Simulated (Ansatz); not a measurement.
# AlAs+ (sextet): the correlation ladder, cc-pVTZ

One table from this session's results is given with a row withheld; the runs are named, their logs left out.

The runs use Ansatz 0.2.0, Gaussian basis; cc-pVTZ, core rule «outside noble gas», up to 19 orbitals frozen.

Plan: UHF; CCSD(T) on ROHF; CCSD(T) on UHF; BCCD(T) on ROHF; CISD as a restricted active space (open shells left free, so some higher excitations enter); CCSDT(Q) on ROHF; CCSDT(Q) on UHF.

19 further runs of the same task are left out: 5 for a known fault of the program, 4 that didn't finish, 10 set aside as unsound or not needed. Runs told in other sessions of the task aren't counted.

## What is computed

The geometry is a PBE0/def2-TZVP stationary point (not a proven minimum) of the parent state, kept for this charge and spin. No spin-orbit coupling is included. The filled d shell of As may be among the frozen orbitals whatever the setting's name suggests.

2 atoms, charge 1, spin multiplicity 6.

Atoms are counted from 1 here; the program's logs count them from 0.

Bond lengths: Al1–As2 2.582 Å.

Set-up of the first run:

in.yaml reads:

```yaml
crystal:
  periodic: [false, false, false]
  atoms:
    - {symbol: Al, position_ang: [0.000000, 0.000000, 0.000000]}
    - {symbol: As, position_ang: [0.000000, 0.000000, 2.582200]}
basis:
  gaussian: {orbitals: cc-pVTZ}
total_charge: 1
magnetization: {spin_polarized: true, initial_magnetization: 5}
hamiltonian: {xc: hf}
output: {orbitals: {seedname: orbitals}}
```

Command:

```console
$ ansatz run in.yaml --threads 1 --pin off --events-out ev --progress --plain --max-ram 2393MiB
```

Among the steps run: UHF; CCSD(T) on ROHF; CCSD(T) on UHF; BCCD(T) on ROHF; CISD as a restricted active space (open shells left free, so some higher excitations enter); CCSDT(Q) on ROHF; CCSDT(Q) on UHF.

One table of the session follows, with a row left open; its other results are not shown here.

| method | from RCCSDT(Q) (kcal/mol) |
| --- | --- |
| ROHF | +65.46 |
| UHF | +64.38 |
| RMP2 | +13.83 |
| UMP2 | ? |
| CISD | +3.13 |
| RCCSD | +2.96 |
| UCCSD | +2.43 |
| RCCSD(T) | +0.57 |
| UCCSD(T) | +0.06 |
| BCCD(T) | +0.57 |
| RCCSDT | +0.09 |
| UCCSDT | -0.43 |
| RCCSDT(Q) | 0 |
| UCCSDT(Q) | -0.52 |

Estimate the missing values for UMP2.

As computed: from RCCSDT(Q) (kcal/mol): +13.50. In the column «from RCCSDT(Q) (kcal/mol)» it lies between CISD (+3.13) and RMP2 (+13.83).

To keep in mind: Restricted and unrestricted rows rest on different reference determinants; a gap between their highest levels can come from leftover correlation error, from unlike frozen cores or from another state.
